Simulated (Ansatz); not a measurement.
# GeNH₂ (quartet): wave-function methods side by side at distance Ge1–N2 = 1.931 Å, cc-pVDZ

How much of the correlation energy of GeNH₂ (quartet) does each wave-function method recover here?

Method: cc-pVDZ, core rule «outside noble gas», up to 15 orbitals frozen; program: Ansatz 0.2.0, Gaussian basis.

To be run: UHF; CCSD(T) on ROHF; CCSD(T) on UHF; BCCD(T) on ROHF; CISD; CCSDT(Q) on ROHF; CCSDT(Q) on UHF; CASSCF and MRCISD+Q, 5 electrons in 5 orbitals; CASSCF and NEVPT2, 5 electrons in 5 orbitals; CASSCF and MRCISD+Q, 11 electrons in 10 orbitals; CASSCF and NEVPT2, 11 electrons in 10 orbitals.

32 further runs of the same task are left out: 4 for a known fault of the program, 3 for a mislabelled method, 17 that didn't finish, 8 set aside as unsound or not needed.

### 1 The system

The geometry derives from a PBE0/def2-TZVP stationary point (not a proven minimum). One bond is set to the value named and the two fragments are kept rigid. No spin-orbit coupling is included. The filled d shell of Ge may be among the frozen orbitals whatever the setting's name suggests; the logs give the count.

4 atoms, charge 0, spin multiplicity 4.

Atoms are counted from 1 here; the program's logs count them from 0.

Bond lengths: Ge1–N2 1.931 Å, Ge1–H3 1.558 Å, N2–H4 1.027 Å. Angles: N2–Ge1–H3 110.8°, Ge1–N2–H4 110.3°.

### 2 UHF

Contents of in.yaml:

```yaml
crystal:
  periodic: [false, false, false]
  atoms:
    - {symbol: Ge, position_ang: [0.002496, 0.044611, 0.321966]}
    - {symbol: N, position_ang: [-0.074202, -0.171566, -1.595492]}
    - {symbol: H, position_ang: [0.284433, -1.318092, 1.022012]}
    - {symbol: H, position_ang: [0.566824, 0.487213, -2.053874]}
basis:
  gaussian: {orbitals: cc-pVDZ}
magnetization: {spin_polarized: true, initial_magnetization: 3}
hamiltonian: {xc: hf}
output: {orbitals: {seedname: orbitals}}
```

The run is started by

```console
$ ansatz run in.yaml --threads 1 --pin off --events-out ev --progress --plain --max-ram 2393MiB
```

The runs that follow: CCSD(T) on ROHF; CCSD(T) on UHF; BCCD(T) on ROHF; CISD; CCSDT(Q) on ROHF; CCSDT(Q) on UHF; CASSCF and MRCISD+Q, 5 electrons in 5 orbitals; CASSCF and NEVPT2, 5 electrons in 5 orbitals; CASSCF and MRCISD+Q, 11 electrons in 10 orbitals; CASSCF and NEVPT2, 11 electrons in 10 orbitals.

Before running them: what should the planned runs give, taken together? Wanted: UCCSDT(Q) below the RHF energy; RMP2 from UCCSDT(Q); UMP2 from UCCSDT(Q); RCCSD from UCCSDT(Q); RCCSD(T) from UCCSDT(Q); UCCSD(T) from UCCSDT(Q); RCCSDT(Q) from UCCSDT(Q); NEVPT2 pair from UCCSDT(Q); MRCISD+Q pair from UCCSDT(Q).

The runs gave:

| quantity | value |
| --- | --- |
| UCCSDT(Q) below the RHF energy | -6.5919 eV |
| RMP2 from UCCSDT(Q) | +102.7 kJ/mol |
| UMP2 from UCCSDT(Q) | +103.5 kJ/mol |
| RCCSD from UCCSDT(Q) | +21.7 kJ/mol |
| RCCSD(T) from UCCSDT(Q) | +5.1 kJ/mol |
| UCCSD(T) from UCCSDT(Q) | +4.2 kJ/mol |
| RCCSDT(Q) from UCCSDT(Q) | +1.0 kJ/mol |
| NEVPT2 pair from UCCSDT(Q) | +100.7 kJ/mol |
| MRCISD+Q pair from UCCSDT(Q) | +7.9 kJ/mol |
| NEVPT2 valence from UCCSDT(Q) | +92.8 kJ/mol |
| levels within 1 kcal/mol (43 meV) | RCCSDT, UCCSDT, RCCSDT(Q), MRCISD+Q valence |
| T1 diagnostic | 0.033 |
| effectively unpaired electrons | 3.02 |

RCCSD(T) misses by +5.1 kJ/mol, 0.8 % of the correlation energy. One determinant dominates. Of the multireference levels listed MRCISD+Q valence comes nearest in total energy (+3.0 kJ/mol), which doesn't show that its space is the better one. These misses are within one basis, not against nature; the frozen cores of restricted and unrestricted runs differ, which can shift their rows.
